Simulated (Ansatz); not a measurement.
**ClHSSn: rigid scan of one bond length from a Python script**

How does the energy of ClHSSn change as one bond is stretched? The task is a rigid scan of one bond length, for ClHSSn.

Program: Ansatz 0.2.0 through its Python package. Level of theory: PBE0+D3(BJ)/def2-SVP. These are calculated values, not measurements.

## Step 1: Starting point

Bond lengths: S1–Sn2 2.416 Å, Sn2–Cl3 2.334 Å, S1–H4 1.405 Å. Angles: S1–Sn2–Cl3 108.3°, Sn2–S1–H4 95.5°.

No structure file is read: the coordinates are typed or built in the script.

## Step 2: Script

Contents of scan_clhssn.py:

```python
"""Potential curve of ClHSSn along one bond."""

import logging
import sys

import ansatz as az
import matplotlib.pyplot as plt
import numpy as np

logging.basicConfig(stream=sys.stdout, format="[%(levelname)s] %(message)s")
log = logging.getLogger("run")
log.setLevel(logging.INFO)

BASIS_SET = "def2-SVP"
XC = "PBE0"
VDW = "d3bj"

geometry_ang = [
    ("S", (0.3268, 1.3257, -0.7647)),
    ("Sn", (-1.2657, -0.3476, -0.0566)),
    ("Cl", (-0.1027, -2.3212, 0.391)),
    ("H", (1.0971, 1.2829, 0.41)),
]
mol = az.Crystal.molecule()
for symbol, xyz in geometry_ang:
    mol = mol.atom(symbol, xyz)

symbols = [site.symbol for site in mol.cartesian_sites]
start = np.array([site.position_ang for site in mol.cartesian_sites])
axis = (start[2] - start[1]) / np.linalg.norm(start[2] - start[1])
moving = [2]
lengths, energies = [2.054, 2.147, 2.241, 2.334, 2.427, 2.521, 2.614, 2.754], []
for length in lengths:
    xyz = start.copy()
    xyz[moving] += (length - np.linalg.norm(start[2] - start[1])) * axis
    point = az.Crystal.molecule()
    for symbol, place in zip(symbols, xyz):
        point = point.atom(symbol, place.tolist())
    base = point.calculation().basis(gaussian=BASIS_SET).functional(XC, dispersion=VDW)
    report = base.run(threads=1).report
    energies.append(report["free_energy_ev"])
    log.info(f"r = {length:6.3f} A  E = {energies[-1]:.5f} eV  <S^2> = {abs(report['mean_field']['state']['spin_squared']):.3f}")

# quartic fit about the minimum
fit = np.polynomial.Polynomial.fit(lengths, np.array(energies) - min(energies), 4).convert()
roots = [r.real for r in fit.deriv().roots() if abs(r.imag) < 1e-9 and fit.deriv(2)(r.real) > 0]
r_e = min(roots, key=lambda r: abs(r - lengths[int(np.argmin(energies))]))
log.info(f"minimum of the fit at {r_e:.4f} A, force constant {fit.deriv(2)(r_e):.2f} eV/A^2")
plt.figure(figsize=(4.5, 3))
plt.plot(lengths, np.array(energies) - min(energies), "o-")
plt.xlabel("bond length (A)")
plt.ylabel("E - E(min) (eV)")
plt.tight_layout()
plt.savefig("scan.png", dpi=100)
```

## Step 3: The input behind the calls

The package turns the script's settings into the engine's input (first run):

```yaml
crystal:
  periodic: [false, false, false]
  atoms:
    - { symbol: S, position_ang: [0.3268, 1.3257, -0.7647] }
    - { symbol: Sn, position_ang: [-1.2657, -0.3476, -0.0566] }
    - { symbol: Cl, position_ang: [-0.2422629444636339, -2.084363003273063, 0.33728686677392733] }
    - { symbol: H, position_ang: [1.0971, 1.2829, 0.41] }
basis:
  gaussian:
    orbitals: def2-SVP
hamiltonian:
  xc: pbe0
  dispersion: d3bj
```

## Step 4: The run

Command:

```console
> python scan_clhssn.py
```

**Question.** What results will this script give? Wanted: range of energy; lowest point, distance.

**Answer**, as computed:

| quantity | value |
| --- | --- |
| bond length at the fit's minimum | 2.4029 Å |
| runs compared | 8 |
| range of energy | 1.218 eV |
| lowest point, distance (Å) | 2.43 |

In words: The curve has its lowest point inside the range, at 2.43. The ends stand 1.22 and 0.465 eV above it. The distance scanned is the script's pair 1, 2. The rest of the molecule is held rigid at a force-field or estimated start geometry, and the basis set is modest; single-reference methods fail as a bond breaks. def2 sets replace the cores of elements past krypton by effective core potentials. The orbitals are restricted, so S² is zero by construction.
